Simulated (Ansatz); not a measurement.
I need a search for lower mean-field states of NSr. Use Ansatz's Python interface. Settings (for the species named): B3LYP, def2-SVP basis, multiplicity 2.

```xyz
2

Sr    0.0000    0.0000    0.0000
N     0.0000    0.0000    2.3650
```

The script, `nsr_states.py`:
```python
# -*- coding: utf-8 -*-
import ansatz as az
import numpy as np

GEOMETRY = """
Sr    0.00000    0.00000    0.00000
N     0.00000    0.00000    2.36500
"""

geometry = az.Crystal.molecule()
for line in GEOMETRY.strip().splitlines():
    symbol, *xyz = line.split()
    geometry = geometry.atom(symbol, [float(v) for v in xyz])
symbols = [site.symbol for site in geometry.cartesian_sites]

start = np.array([site.position_ang for site in geometry.cartesian_sites])
for factor in [1.0, 1.3]:
    xyz = (start - start.mean(axis=0)) * factor
    scaled = az.Crystal.molecule()
    for symbol, place in zip(symbols, xyz):
        scaled = scaled.atom(symbol, place.tolist())
    calculation = scaled.calculation().basis(gaussian="def2-SVP").functional("b3lyp").spin("collinear", total=1)
    for search in ("off", "standard"):
        try:
            data = calculation.scf(lower_state_search=search).run(threads=1).report
        except az.AnsatzError as error:
            print(f"x{factor} search {search}: {type(error).__name__}")
            continue
        state = data["mean_field"]["state"]
        print(f"all distances x{factor}, search {search:8s} E = {data['free_energy_ev']:.5f} eV  <S^2> = {abs(state['spin_squared']):.3f}  other states met: {len(data['mean_field']['others'])}")
```

```console
$ python nsr_states.py
all distances x1.0, search off      E = -2320.50708 eV  <S^2> = 1.582  other states met: 0
all distances x1.0, search standard E = -2320.51281 eV  <S^2> = 1.656  other states met: 14
all distances x1.3, search off      E = -2319.62881 eV  <S^2> = 1.754  other states met: 0
all distances x1.3, search standard E = -2319.62881 eV  <S^2> = 1.754  other states met: 10
```

Caveats:
- Total energies depend on the basis set; only differences at equal settings carry meaning.
- The count of other states can hold repeated and symmetry-equivalent ends of the search; scaling all distances is a test, and for more than two atoms no physical path.
- def2 sets replace the cores of elements past krypton by effective core potentials.
- The run takes the species as open-shell (spin multiplicity 2), which needn't be its ground state.
- The expectation value of S² is noticeably off S(S+1) in at least one run, so that state is spin-contaminated.
- b3lyp holds the VWN-RPA fit, as in Gaussian; the form of ORCA and Turbomole is b3lyp5.
- The spin state was assumed, and another may lie lower.
- It ran for 21 s on 1 thread of Arm Neoverse V2, with other jobs on the host, peak memory 0.18 GiB.
